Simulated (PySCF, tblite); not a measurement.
# C4H5ClN3O radical: geometry, infrared bands and EPR parameters

What infrared bands and EPR parameters should C4H5ClN3O radical (`CO[CH]n1cnc(Cl)n1`) show?

Programs: tblite 0.8.0 and PySCF 2.14.0, with density-fitted response routines of our own. Each step states its level of theory. These are calculated values for one molecule in the gas phase, unless marked as measured. Atoms count from 0, in the outputs and in this text.

## Step 1: Starting geometry

14 atoms, charge 0, multiplicity 2; geometry from: force field or distance geometry start.

Bonds of the start (Å): C0–O1 1.38, O1–C2 1.42, C2–N3 1.46, N3–C4 1.35, C4–N5 1.33, N5–C6 1.34, C6–Cl7 1.76, C6–N8 1.35, N8–N3 1.33, C0–H9 1.11, C0–H10 1.11, C0–H11 1.12, C2–H12 1.11, C4–H13 1.09.

## Step 2: Relaxing the molecule with GFN2-xTB

The job: settings as JSON, then the geometry in Å.

```
{"job": {"kind": "relax", "xc": "GFN2-xTB", "basis": "xTB"}, "charge": 0, "multiplicity": 2}
C     -2.381800     0.645700     0.485400
O     -1.665800    -0.131200    -0.402300
C     -0.737200    -0.965600     0.270700
N      0.628700    -0.479500     0.074500
C      1.123200    -0.087000    -1.116700
N      2.389500     0.271600    -0.897000
C      2.693100     0.107800     0.397800
Cl     4.259900     0.464500     1.105200
N      1.581800    -0.373500     0.996500
H     -1.710000     0.964500     1.302900
H     -2.785800     1.576200     0.025200
H     -3.205700     0.010800     0.895400
H     -0.793400    -1.944100    -0.240500
H      0.602800    -0.060500    -2.079300
```

Command:

```console
$ OMP_NUM_THREADS=1 python probes_run.py task.json out
```

The driver reads the jobs from task.json and runs them one after another.

The log of the run:

```text
step      E/eV     max force
  0    -772.36841    2.864
  1    -772.73439    1.842
  2    -772.96883    1.199
  3    -773.05724    0.590
  4    -773.09351    0.379
  5    -773.10866    0.409
  6    -773.13100    0.391
  7    -773.14705    0.321
  8    -773.16179    0.348
  9    -773.17543    0.329
 10    -773.19338    0.402
 11    -773.21849    0.399
 12    -773.24921    0.473
 13    -773.27971    0.504
 14    -773.30585    0.373
 15    -773.32675    0.326
 16    -773.34153    0.302
 17    -773.35046    0.526
 18    -773.36404    0.508
 19    -773.37857    0.341
 20    -773.40951    0.509
 21    -773.41758    0.347
 22    -773.43156    0.315
 23    -773.45086    0.376
 24    -773.46454    0.357
 25    -773.47945    0.303
 26    -773.49311    0.448
 27    -773.50282    0.596
 28    -773.51926    0.342
 29    -773.54339    0.358
 30    -773.55515    0.314
 31    -773.56688    0.242
 32    -773.57471    0.265
 33    -773.58224    0.239
 34    -773.58910    0.238
 35    -773.59759    0.290
 36    -773.60706    0.300
 37    -773.61532    0.234
 38    -773.62173    0.173
 39    -773.62744    0.247
 40    -773.63315    0.320
 41    -773.63934    0.369
 42    -773.64667    0.279
 43    -773.65281    0.180
 44    -773.65821    0.170
 45    -773.66333    0.232
 46    -773.66938    0.296
 47    -773.67548    0.243
 48    -773.68221    0.246
 49    -773.68895    0.219
 50    -773.69769    0.216
 51    -773.70727    0.275
 52    -773.71978    0.285
 53    -773.73120    0.242
 54    -773.74154    0.223
 55    -773.74813    0.318
 56    -773.75340    0.270
 57    -773.75844    0.238
 58    -773.76846    0.197
 59    -773.77617    0.213
 60    -773.78781    0.287
 61    -773.79540    0.197
 62    -773.79957    0.200
 63    -773.80166    0.155
 64    -773.80371    0.116
 65    -773.80522    0.121
 66    -773.80769    0.112
 67    -773.80951    0.107
 68    -773.81241    0.126
 69    -773.81522    0.147
 70    -773.81875    0.145
 71    -773.82364    0.218
 72    -773.83208    0.349
 73    -773.83981    0.358
 74    -773.85753    0.237
 75    -773.86992    0.284
 76    -773.87632    0.267
 77    -773.88976    0.265
 78    -773.90232    0.295
 79    -773.91252    0.280
 80    -773.91995    0.262
 81    -773.89439    0.611
 82    -773.92490    0.208
 83    -773.92577    0.162
 84    -773.92849    0.101
 85    -773.93006    0.076
 86    -773.93128    0.076
 87    -773.93210    0.078
 88    -773.93255    0.054
 89    -773.93283    0.048
 90    -773.93314    0.050
 91    -773.93372    0.070
 92    -773.93485    0.125
 93    -773.93686    0.176
 94    -773.93962    0.194
 95    -773.94289    0.127
 96    -773.94509    0.097
 97    -773.94613    0.109
 98    -773.94735    0.073
 99    -773.94823    0.072
100    -773.94882    0.057
101    -773.94916    0.051
102    -773.94958    0.040
103    -773.95009    0.057
104    -773.95047    0.070
105    -773.95113    0.076
106    -773.95173    0.065
107    -773.95209    0.042
108    -773.95231    0.047
109    -773.95253    0.050
110    -773.95318    0.078
111    -773.95387    0.092
112    -773.95528    0.096
113    -773.95686    0.119
114    -773.95883    0.156
115    -773.96132    0.110
116    -773.95990    0.308
117    -773.96424    0.102
118    -773.96553    0.081
119    -773.96676    0.153
120    -773.96780    0.087
121    -773.96867    0.065
122    -773.96986    0.064
123    -773.97040    0.050
124    -773.97076    0.037
125    -773.97095    0.036
126    -773.97110    0.040
127    -773.97124    0.039
128    -773.97137    0.042
129    -773.97146    0.033
130    -773.97154    0.030
131    -773.97165    0.032
132    -773.97192    0.031
133    -773.97227    0.059
134    -773.97263    0.048
135    -773.97270    0.050
136    -773.97280    0.030
137    -773.97284    0.020
138    -773.97287    0.012
139    -773.97288    0.008
```

It took 3.4 s on 1 thread of Intel Xeon at 2.50GHz, shared host.

The steps of the relaxation: (not every step is listed)

| step | energy from step 0 (eV) | largest force (eV/Å) |
| --- | --- | --- |
| 0 | 0.0000 | 2.8642 |
| 1 | -0.3660 | 1.8421 |
| 2 | -0.6004 | 1.1990 |
| 3 | -0.6888 | 0.5902 |
| 4 | -0.7251 | 0.3786 |
| 5 | -0.7402 | 0.4094 |
| 6 | -0.7626 | 0.3913 |
| 7 | -0.7786 | 0.3211 |
| 8 | -0.7934 | 0.3480 |
| 20 | -1.0411 | 0.5093 |
| 32 | -1.2063 | 0.2648 |
| 44 | -1.2898 | 0.1701 |
| 56 | -1.3850 | 0.2698 |
| 68 | -1.4440 | 0.1261 |
| 80 | -1.5515 | 0.2619 |
| 92 | -1.5664 | 0.1248 |
| 104 | -1.5821 | 0.0702 |
| 116 | -1.5915 | 0.3078 |
| 128 | -1.6030 | 0.0418 |
| 134 | -1.6042 | 0.0480 |
| 135 | -1.6043 | 0.0498 |
| 136 | -1.6044 | 0.0301 |
| 137 | -1.6044 | 0.0202 |
| 138 | -1.6045 | 0.0124 |
| 139 | -1.6045 | 0.0083 |

Distances of close pairs at the start and the end, largest changes first:

| bond | before (Å) | after (Å) | change (Å) |
| --- | --- | --- | --- |
| C2–N3 | 1.463 | 1.338 | -0.125 |
| C6–Cl7 | 1.756 | 1.678 | -0.078 |
| O1–C2 | 1.418 | 1.350 | -0.068 |
| C0–O1 | 1.380 | 1.411 | +0.031 |
| C2–H12 | 1.105 | 1.076 | -0.030 |
| C6–N8 | 1.351 | 1.323 | -0.028 |
| C4–H13 | 1.095 | 1.068 | -0.027 |
| C0–H10 | 1.114 | 1.088 | -0.026 |

The next job starts from the end point, and lists it.

## Step 3: Infrared spectrum with GFN2-xTB

The job: settings as JSON, then the geometry in Å.

```
{"job": {"kind": "ir", "xc": "GFN2-xTB", "basis": "xTB"}, "charge": 0, "multiplicity": 2}
C     -2.745567     0.280150     0.179149
O     -1.416847     0.362307    -0.287190
C     -0.482416    -0.184712     0.519483
N      0.797838    -0.140067     0.131541
C      1.350865     0.395966    -1.005066
N      2.653236     0.225064    -0.989558
C      2.874632    -0.420222     0.170031
Cl     4.407248    -0.880437     0.673605
N      1.787997    -0.664944     0.884532
H     -2.862899     0.809461     1.129466
H     -3.362209     0.753672    -0.581777
H     -3.054711    -0.761651     0.306890
H     -0.728876    -0.650629     1.456988
H      0.781031     0.875570    -1.770183
```

The log of the run:

```text
mode    cm-1     km/mol
  1      52.4      1.79
  2      81.6      1.04
  3     107.8      0.46
  4     154.4      2.57
  5     226.8      6.71
  6     260.8      2.57
  7     305.2      0.43
  8     336.8      2.78
  9     422.4      6.37
 10     453.7     20.50
 11     539.6      0.66
 12     606.3      0.06
 13     657.4     18.65
 14     717.3     12.07
 15     796.8      5.95
 16     981.1     24.66
 17    1009.1      0.58
 18    1024.1     42.53
 19    1104.0     83.35
 20    1116.3      1.11
 21    1126.3      6.51
 22    1191.6     48.62
 23    1224.3    350.08
 24    1292.0    139.21
 25    1310.9     48.47
 26    1393.2      2.22
 27    1402.0      3.44
 28    1449.2    129.99
 29    1454.9     11.94
 30    1462.8      3.19
 31    1504.8    176.96
 32    2943.3     23.87
 33    2956.9     41.71
 34    3042.4      3.25
 35    3123.7     26.09
 36    3214.4      3.30
```

It took 1.5 s on 1 thread of Intel Xeon at 2.50GHz, shared host.

Which atoms move in the most intense modes:

| cm⁻¹ | km/mol | atoms |
| --- | --- | --- |
| 1024 | 42.5 | C0 20 %, N8 18 %, O1 15 %, H10 12 % |
| 1104 | 83.3 | H13 24 %, C0 15 %, O1 14 % |
| 1192 | 48.6 | N3 29 %, N8 18 %, H12 14 %, O1 10 % |
| 1224 | 350.1 | O1 33 %, H12 15 %, C2 14 %, N3 11 % |
| 1292 | 139.2 | N3 23 %, N5 20 %, H12 19 %, C6 13 % |
| 1311 | 48.5 | C6 47 %, N5 19 %, N3 11 % |
| 1449 | 130.0 | C4 34 %, N5 28 %, C6 22 % |
| 1505 | 177.0 | C2 47 %, N3 43 % |

## Step 4: g tensor and hyperfine couplings: B3LYP/pcH-1

Same as in step 3 but for these lines:

```diff
@@ -1,2 +1,2 @@
-{"job": {"kind": "ir", "xc": "GFN2-xTB", "basis": "xTB"}, "charge": 0, "multiplicity": 2}
+{"job": {"kind": "epr", "basis": "pcH-1"}, "charge": 0, "multiplicity": 2}
 C     -2.745567     0.280150     0.179149
```

Method: UKS B3LYP, pcH-1 on C Cl H N O, non-relativistic, mean-field spin-orbit, GIAO.

The log of the run:

```text
UKS, coarse grid
  cycle   1  E = -854.93672816  |g| = 5.22e-01
  cycle   2  E = -854.72342489  |g| = 9.16e-01
  cycle   3  E = -855.03717700  |g| = 9.66e-02
  cycle   4  E = -855.03849385  |g| = 7.95e-02
  cycle   5  E = -855.04117427  |g| = 1.58e-02
  cycle   6  E = -855.04128549  |g| = 9.08e-03
  cycle   7  E = -855.04132496  |g| = 2.71e-03
  cycle   8  E = -855.04133089  |g| = 1.15e-03
  cycle   9  E = -855.04133287  |g| = 6.12e-04
UKS, final grid
  cycle   1  E = -855.04132132  |g| = 1.10e-03
  cycle   2  E = -855.04131998  |g| = 2.09e-03
  cycle   3  E = -855.04132184  |g| = 1.07e-04
  cycle   4  E = -855.04132185  |g| = 2.77e-05
E = -855.04132185 Eh   <S^2> = 0.7581 (exact 0.7500)
g shifts (ppm)      1          2          3
  rmc          -194       -194       -194
  gc             -6         48         45
  oz_so         -99        975       1808
  total        -298        829       1659
hyperfine (MHz)  atom isotope    a_iso     a_fc   dipolar eigenvalues
    0   13C      -3.82      -3.82     -1.14     -0.81      1.95
    1   17O     -17.11     -17.16    -51.99     24.59     27.40
    2   13C      69.29      69.34    -66.65    -65.42    132.07
    3   14N     -11.73     -11.73     -4.57      1.69      2.87
    4   13C      16.19      16.23    -16.50    -15.26     31.76
    5   14N       1.19       1.20     -2.81     -2.72      5.54
    6   13C       4.68       4.64     -7.21     -6.41     13.62
    7  35Cl       0.39       0.42     -3.14     -1.98      5.11
    8   14N       0.90       0.91     -1.83     -1.28      3.12
    9    1H       9.51       9.51     -3.12     -2.80      5.91
   10    1H      -2.07      -2.07     -2.78     -2.20      4.98
   11    1H       9.39       9.39     -3.13     -2.81      5.94
   12    1H     -58.89     -58.91    -30.90      0.09     30.81
   13    1H     -14.91     -14.91     -5.66     -2.23      7.88
```

Wall time 3.4 min (1 thread of Intel Xeon at 2.50GHz, shared host); peak memory 0.96 GiB.

Principal g values 2.00202, 2.00315, 2.00398; g(iso) = 2.00305, against 2.00232 for a free electron.

Hyperfine couplings; where a row names several nuclei, a(iso) is their mean (it holds for fast rotation or exchange) and the dipolar term the largest among them:

| nuclei | isotope | a(iso) (MHz) | a(iso) (G, at g = 2.0023) | largest dipolar term (MHz) |
| --- | --- | --- | --- | --- |
| C2 | 13C | 69.3 | 24.7 | 132.1 |
| H12 | 1H | -58.9 | -21.0 | -30.9 |
| O1 | 17O | -17.1 | -6.1 | -52.0 |
| C4 | 13C | 16.2 | 5.8 | 31.8 |
| H13 | 1H | -14.9 | -5.3 | 7.9 |
| N3 | 14N | -11.7 | -4.2 | -4.6 |
| H9, H10, H11 | 1H | 5.6 | 2.0 | 5.9 |
| C6 | 13C | 4.7 | 1.7 | 13.6 |
| C0 | 13C | -3.8 | -1.4 | 1.9 |
| N5 | 14N | 1.2 | 0.4 | 5.5 |
| N8 | 14N | 0.9 | 0.3 | 3.1 |
| Cl7 | 35Cl | 0.4 | 0.1 | 5.1 |

Mulliken spin populations:

C0 -0.01; O1 0.09; C2 0.71; N3 -0.08; C4 0.18; N5 0.04; C6 0.06; Cl7 0.01; N8 0.03; H9 0.01; H10 0.00; H11 0.01; H12 -0.04; H13 -0.01

In first order the couplings over 0.8 MHz of 1H, 14N give 420 distinct lines over 42.2 G, if the averaged nuclei exchange fast.

The fields below are evaluated on a grid from the run's orbitals.

ELF in a plane through or near 12 of the atoms.

Ten even steps from '0' (0.00) to '9' (1.00):
```
0000000000000000000000000000
0000000000000000000000000000
0000000000000000000000000000
0000000000000000000000000000
0000233001430015200000000000
0003687205982089900000000000
0005888306993199900000000000
0016627426572189901210000000
0038666838286622405741000000
0038967584465933652141000000
0027872455074647672575100000
0014410576568206464899700000
0000006923665207860899900000
0000008997479803630599700000
0000007884299920100187100000
0000002430099950000000000000
0000000000058610000000000000
0000000000000000000000000000
0000000000000000000000000000
0000000000000000000000000000
```
The map spans 14.1 Å across and 9.3 Å up, centred on the molecule. Atoms in the plane (x, y in Å): C0 (2.8, 0.0), O1 (1.4, -0.5), C2 (0.5, 0.5), N3 (-0.8, 0.1), C4 (-1.4, -1.1), N5 (-2.7, -1.0), C6 (-2.9, 0.3), Cl7 (-4.4, 0.9), N8 (-1.8, 1.0), H10 (3.4, -0.9), H12 (0.7, 1.5), H13 (-0.8, -2.0).

On the surface of density 0.002 e/bohr³ the electrostatic potential runs, from the 1st to the 99th percentile, from -1.77 V near N5 to 1.53 V near H12.

The spin density lies nearest to C2 45 %; O1 12 %; C4 12 %; H12 7 %.

## Step 5: What came out

```
                                 quantity                  value
strongest single infrared mode (GFN2-xTB)  1224 cm⁻¹, 350 km/mol
             zero-point energy (GFN2-xTB)          58.7 kcal/mol
                           g(iso) (B3LYP)                2.00305
                                     ⟨S²⟩     0.758 (exact 0.75)
       largest a(iso) (averaged by class)    13C on C2, 69.3 MHz
    surface potential, 1st and 99th percentile     -1.77 V and 1.53 V
```

Relaxing lowered the energy by 1.604 eV in 139 steps; the close pair that moved most is C2–N3, from 1.463 to 1.338 Å. No mode is imaginary among the 36: a minimum at this level. The strongest single mode, at 1224 cm⁻¹, has its largest shares on O1, H12, C2 and N3 (the list is cut at 4 atoms). Unscaled tight-binding wavenumbers are off by several per cent, some by more. Its intensities can rank the bands wrongly. C2 carries the largest spin population, 0.71 e. The isotropic g lies 0.7 ppt above the free-electron value.
